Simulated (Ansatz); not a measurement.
PtSe:

```
Pt Se
1.0
     3.70187    0.00000    0.00000
    -1.85094    3.20591    0.00000
     0.00000    0.00000    3.61284
Pt Se
1 1
Direct
  0.00000 0.00000 0.00000
  0.66667 0.33333 0.50000
```

The cell comes from a database or a generator and needn't be the stable form of this composition.

A run of Ansatz 0.2.0 on this cell left the log below. Logs are shortened: lines on timing, memory, paths and dates and some standing lists are left out, and cuts for length are marked.

```text
Warning: RAYON_NUM_THREADS=2 ignored (pool sized by the plan → 2); use --threads N
Pt: projections on atomic orbitals take those of the free atom [Kr 4d10 4f14] 5s2 5p6 5d9 6s1, of charge +0.00 (hamiltonian.pseudopotentials.projection_atoms); the dataset's partial waves leave at most 9.1e-5 of an orbital's norm unspanned inside its sphere
Se: projections on atomic orbitals take those of the free atom [Ar] 3d10 4s2 4p4, of charge +0.00 (hamiltonian.pseudopotentials.projection_atoms); the dataset's partial waves leave at most 2.3e-6 of an orbital's norm unspanned inside its sphere
scf.n_extra_bands = 6 over 17 filled bands (N_el = 34.0): the run solves 23 bands
Engine: ansatz 0.2.0, aarch64-unknown-linux-gnu
Pseudopotentials: kind: paw
Pseudopotential: Pt, paw, valence charge 18, recommended cutoff 420 eV (normal), Pt.paw.azcp
Pseudopotential: Se, paw, valence charge 16, recommended cutoff 420 eV (normal), Se.paw.azcp
Functional definition: PBE
  parameter kappa = 0.804
  parameter beta = 0.06672455060314922
  exchange = pbe_x(kappa = kappa, mu = beta*pi^2/3)
  correlation = pbe_c(beta = beta)
Crystal: 2 atoms, lattice volume = 42.877 Å³
Basis set: ecut = 420 eV, 853 PW (Γ), exchange–correlation on 50×50×50 points (8 copies of the dense FFT grid, shifted against one another)
Bands: 23, of which v1, the nominal top of the filled ones, is band 17 counted from 1 (16 counted from 0)
Symmetry: 12 space group operations
Space group: P-6m2 (ITA 187), of the structure as read, at distance tolerance 3.5e-5 Å
k-points: 40 of 448 (time reversal used)
Non-local potential: Pt, projectors of the file, l = 0: 3, l = 1: 2, l = 2: 2, l = 3: 1
Non-local potential: Se, projectors of the file, l = 0: 2, l = 1: 2, l = 2: 3, l = 3: 1
PAW form: soft (Blöchl's): semilocal exchange-correlation on the pseudo side does not see the compensation charge
PAW one-centre angular grid: Pt, 590 points (default); XC on 64 Gauss nodes
PAW one-centre angular grid: Se, 590 points (default); XC on 64 Gauss nodes
Initial density: superposition of atomic densities (chi_scale 0.1, normalization cell, long waves kept (reshape's long-wave potential 0.00 eV rms))
Initial wavefunctions: pseudopotential atomic-orbital guess
Functional: x = pbe(κ = 0.804, μ = 0.2195149727645171), c = pbe(β = 0.06672455060314922)
SCF iter   1: F=—  HF=-17990.552025 eV  |F-HF|=—  |Δ(HF+E_count)|=         —  Δρ=4.08e-2  dr2=1.30e0  ethr=3.10e-3  ⟨swp⟩=5.1  Hψ=3997  notcnv=0
[... 11 lines left out ...]
  greatest PAW one-centre occupation: 1.000 electrons in one spin orbital (limit 2), on the Pt atom at site 0 (counted from 0), in its partial waves of l = 0
NSCF: frozen V_eff on 114 k-points
SCF converged after 9 iterations
Free energy (F): -17990.273985 eV
Harris-Foulkes:  -17990.273985 eV  (|F-HF|=7.89e-10)
Internal energy: -17990.262699 eV  (E = F + TS)
E sigma→0 (E₀):  -17990.268342 eV
Entropy (-TS):   -0.011286 eV (-5.643 meV/atom)
Fermi energy:    12.354771 eV
--- Per-component energies (eV) ---
  E_band       = -637.304582
  E_kinetic    = 752.511521
  E_local      = -4222.697237  (includes V_loc(G=0)·N_el)
  E_nonlocal   = -390.526176
  E_hartree    = 1852.674215
  E_xc         = -362.542356
  E_vxc        = -396.362785  (∫ρ·V_xc dr)
  E_hubbard    = 1.119031  (on-site DFT+U / exact-exchange correction)
  E_vhub       = -11.472743  (the Hubbard potential's part of the band-sum identity)
  E_paw        = -11368.093874  (= ΣΔE_a)
  E_vpaw       = -74.105828  (= ΣTr[D̂ρ^β])
  E_aug_tail   = -0.000404  (compensation charges beyond the density's cutoff)
  E_ewald      = -4252.707419
  E_smearing   = -0.011286  (= −TS)
  E_closure    = -0.000000  (closes the sum)
  Σ components = -17990.273985   (vs F -17990.273985, Δ=0.00e0)
--- Forces (eV/Å), atoms counted from 1 ---
  atom   1  Pt    -0.00000000     0.00000000    -0.00000000
  atom   2  Se     0.00000000     0.00000000    -0.00000000
  max |Σ_I F_I| component: 5.55e-17 eV/Å
--- Stress (GPa, compression-positive) ---
       -9.631446       0.000000       0.000000
       -0.000000      -9.631446       0.000000
        0.000000       0.000000     -14.359003
  P = ⅓ Tr σ = -11.2073 GPa (-112.073 kbar)
--- Band table (eV; the first three rows and the last of 40) ---
  k-point 0: bands = ["-84.4448", "-38.8301", "-38.6802", "-38.6802", "-36.2925", "-36.2873", "-36.2873", "-36.2787", "-36.2787", "-1.9136", "8.1775", "8.3718", "8.3718", "10.0530", "10.0530", "10.5504", "12.6425", "12.9415", "12.9415", "20.0699", "20.4653", "20.4653", "25.5370"]
  k-point 1: bands = ["-84.4448", "-38.8322", "-38.6801", "-38.6801", "-36.2922", "-36.2873", "-36.2873", "-36.2788", "-36.2788", "-1.7764", "7.8800", "8.4535", "8.4535", "9.7385", "9.8368", "9.8368", "13.0273", "13.0273", "13.9388", "20.5114", "20.6830", "20.6830", "24.2971"]
  k-point 2: bands = ["-84.4449", "-38.8367", "-38.6798", "-38.6798", "-36.2917", "-36.2872", "-36.2872", "-36.2790", "-36.2790", "-1.4321", "6.6912", "8.6422", "8.6422", "9.4529", "9.4529", "9.7275", "13.0503", "13.0503", "15.6142", "20.4785", "21.4842", "21.4842", "23.8064"]
  k-point 39: bands = ["-84.4445", "-38.8390", "-38.6881", "-38.6856", "-36.2908", "-36.2876", "-36.2868", "-36.2786", "-36.2782", "-0.5853", "6.8850", "7.0953", "8.5046", "9.5620", "10.2415", "10.7541", "11.8236", "13.2942", "13.4955", "16.4808", "20.6598", "22.8799", "24.6774"]
Occupation matrices written to <dir>
```

Write the input and the command behind it.

Projected density of states with PBE+U, no spin polarisation. The files as run (others can give the same):

input.yaml
```yaml
crystal:
  lattice:
    - [3.70187033, 0.0, 0.0]
    - [-1.85093516, 3.20591375, 0.0]
    - [0.0, 0.0, 3.61284203]
  atoms:
    - { symbol: Pt, position: [0.0, 0.0, 0.0] }
    - { symbol: Se, position: [0.6666666667, 0.3333333333, 0.5] }
hamiltonian:
  xc: pbe
  pseudopotentials: { kind: paw }
  hubbard: { sites: [{ species: Pt, l: d, u_eff: 3.0 }] }
kpoints:
  mp_grid: { grid: [8, 8, 7] }
scf:
  occupations: { method: fermi_dirac, width: 0.05 }
  n_extra_bands: 6
output:
  forces: true
  stress: true
  eigenvalues: true
  dos: { projected: true, de: 0.05, nscf_kmesh: { grid: [12, 12, 11] } }
```

Potentials or basis: Ansatz PAW.
Launch:
```bash
$ ansatz run input.yaml --threads 2 --pin off --max-ram 5632MiB --backend cpu --events-out ev --progress --plain --runs-dir out
```

Caveat: U without spin polarisation on a metal has little footing.
